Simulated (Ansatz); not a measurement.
# C2H8Ge: the cost of one run

Method: PBE0-D4/def2-SVP; program: Ansatz 0.2.0, Gaussian basis.

1 further run of the same task is left out (it didn't finish). Runs told in other sessions of the task aren't counted.

## 1. The starting structure

The start, a first-order saddle point found at PBE0-D4 in triple zeta: 11 atoms, charge 0, spin multiplicity 1.

Atoms are counted from 1 here; the program's logs count them from 0.

Bond lengths: Ge1–C2 2.289 Å, Ge1–C3 1.863 Å, Ge1–H4 1.786 Å, Ge1–H5 1.542 Å, Ge1–H6 1.543 Å, C2–H4 1.350 Å, C2–H7 1.092 Å, C2–H8 1.091 Å, C2–H9 1.099 Å, C3–H10 1.088 Å, C3–H11 1.088 Å. Angles: C2–Ge1–C3 90.4°, C2–Ge1–H4 36.1°, C2–Ge1–H5 94.8°, C2–Ge1–H6 94.5°, C3–Ge1–H4 54.3°, C3–Ge1–H5 124.0°, C3–Ge1–H6 124.5°, H4–Ge1–H5 113.3°, H4–Ge1–H6 113.6°, H5–Ge1–H6 110.6°, Ge1–C2–H4 51.2°, Ge1–C2–H7 121.5°, Ge1–C2–H8 120.4°, Ge1–C2–H9 82.9°, H4–C2–H7 97.7°, H4–C2–H8 98.6°, H4–C2–H9 134.1°, H7–C2–H8 111.4° and more.

As a file:

```mol
C2H8Ge
  3D, bonds by distance, orders not assigned

 11 11  0  0  0  0  0  0  0  0999 V2000
   -0.3555   -0.5854   -0.8209 Ge  0  0
    0.9480    1.0424    0.1224 C   0  0
   -1.1040   -0.9690    0.8413 C   0  0
    0.0436    0.2341    0.7151 H   0  0
   -1.0013    0.3518   -1.8617 H   0  0
    0.8339   -1.3485   -1.4406 H   0  0
    0.5254    1.9959    0.4450 H   0  0
    1.8224    0.7735    0.7176 H   0  0
    1.2894    1.1773   -0.9135 H   0  0
   -0.8404   -1.9401    1.2554 H   0  0
   -2.1614   -0.7319    0.9398 H   0  0
  1  2  8  0
  1  3  8  0
  1  4  8  0
  1  5  8  0
  1  6  8  0
  2  4  8  0
  2  7  8  0
  2  8  8  0
  2  9  8  0
  3 10  8  0
  3 11  8  0
M  END
```

## 2. Dynamics

md/in.yaml

```yaml
crystal:
  periodic: [false, false, false]
  atoms:
    - {symbol: Ge, position_ang: [-0.355521, -0.585446, -0.820894]}
    - {symbol: C, position_ang: [0.948037, 1.042379, 0.122405]}
    - {symbol: C, position_ang: [-1.104049, -0.968961, 0.841348]}
    - {symbol: H, position_ang: [0.043638, 0.234058, 0.715089]}
    - {symbol: H, position_ang: [-1.001272, 0.351829, -1.861697]}
    - {symbol: H, position_ang: [0.833924, -1.348452, -1.440555]}
    - {symbol: H, position_ang: [0.525366, 1.995863, 0.445047]}
    - {symbol: H, position_ang: [1.822358, 0.773520, 0.717638]}
    - {symbol: H, position_ang: [1.289351, 1.177340, -0.913477]}
    - {symbol: H, position_ang: [-0.840422, -1.940086, 1.255358]}
    - {symbol: H, position_ang: [-2.161410, -0.731945, 0.939837]}
basis:
  gaussian: {orbitals: def2-SVP}
hamiltonian: {xc: pbe0, dispersion: d4}
md: {n_steps: 40, timestep: 0.5, temperature: 200, ensemble: nvt_langevin, seed: 990, friction: 0.05, initial_velocities: maxwell_boltzmann}
```

Started as:

```
$ ansatz run in.yaml --threads 4 --pin off --events-out ev --progress --plain --max-ram 9574MiB
```

**Question.** How long does this run take on 4 threads of Arm Neoverse V2, shared host?

About 46 s.
